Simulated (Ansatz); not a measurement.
# C3H8Ge: how energies converge with the basis set

How large a basis does C3H8Ge need? Two functionals are run in growing sets.

Computed with Ansatz 0.2.0, Gaussian basis. Level: one geometry, several basis sets.

The runs, in order: PBE0-D4/def2-SVP; ωB97M-V/def2-SVP; PBE0-D4/def2-QZVPP; ωB97M-V/def2-QZVPP; the functionals' def2-TZVPP values are taken from earlier runs.

## Step 1: The relaxed structure

An earlier PBE0-D4 in a triple-zeta def2 set relaxation fixed the geometry.

SMILES `C[CH](C)[GeH]`, 12 atoms, charge 0, spin multiplicity 1.

Atoms are counted from 1 here; the program's logs count them from 0.

Bond lengths: C1–C2 1.519 Å, C1–H5 1.094 Å, C1–H6 1.094 Å, C1–H7 1.097 Å, C2–C3 1.528 Å, C2–Ge4 2.004 Å, C2–H8 1.096 Å, C3–H9 1.096 Å, C3–H10 1.094 Å, C3–H11 1.096 Å, Ge4–H12 1.602 Å. Angles: C2–C1–H5 112.4°, C2–C1–H6 110.8°, C2–C1–H7 111.1°, H5–C1–H6 107.6°, H5–C1–H7 107.0°, H6–C1–H7 107.7°, C1–C2–C3 111.7°, C1–C2–Ge4 114.5°, C1–C2–H8 109.5°, C3–C2–Ge4 104.8°, C3–C2–H8 108.6°, Ge4–C2–H8 107.4°, C2–C3–H9 110.8°, C2–C3–H10 111.1°, C2–C3–H11 112.9°, H9–C3–H10 107.3°, H9–C3–H11 106.6°, H10–C3–H11 107.8° and more.

## Step 2: PBE0-D4 in def2-SVP

The input, in.yaml:

```yaml
crystal:
  periodic: [false, false, false]
  atoms:
    - {symbol: C, position_ang: [-0.644840, 0.948397, -0.674256]}
    - {symbol: C, position_ang: [0.234437, -0.275578, -0.481699]}
    - {symbol: C, position_ang: [1.019294, -0.207259, 0.826977]}
    - {symbol: Ge, position_ang: [-0.765210, -2.010192, -0.390848]}
    - {symbol: H, position_ang: [-1.218499, 0.906903, -1.604922]}
    - {symbol: H, position_ang: [-1.357593, 1.048993, 0.149454]}
    - {symbol: H, position_ang: [-0.044048, 1.865781, -0.708202]}
    - {symbol: H, position_ang: [0.944652, -0.350537, -1.312591]}
    - {symbol: H, position_ang: [1.694788, 0.656325, 0.831986]}
    - {symbol: H, position_ang: [0.347083, -0.100224, 1.684037]}
    - {symbol: H, position_ang: [1.642698, -1.092866, 0.997514]}
    - {symbol: H, position_ang: [-1.775962, -1.445043, 0.716449]}
basis:
  gaussian: {orbitals: def2-SVP}
hamiltonian: {xc: pbe0, dispersion: d4}
output: {orbitals: {seedname: orbitals}}
```

Command:

```console
> ansatz run in.yaml --threads 4 --pin off --events-out ev --progress --plain --max-ram 10444MiB
```

The runs that follow: ωB97M-V in def2-SVP; PBE0-D4 in def2-QZVPP; ωB97M-V in def2-QZVPP.

Q: Predict the results of all the runs planned. Wanted: PBE0-D4: double and triple zeta above quadruple; ωB97M-V: double and triple zeta above quadruple.

The runs gave:

| quantity | value |
| --- | --- |
| PBE0-D4: double and triple zeta above quadruple | 12.02, 1.41 eV |
| ωB97M-V: double and triple zeta above quadruple | 12.21, 1.38 eV |

PBE0-D4 gains 10.61 eV from double to triple zeta, then 1.41 eV more. These are total energies; as a rule much of such shifts cancels in differences, which this series doesn't test.
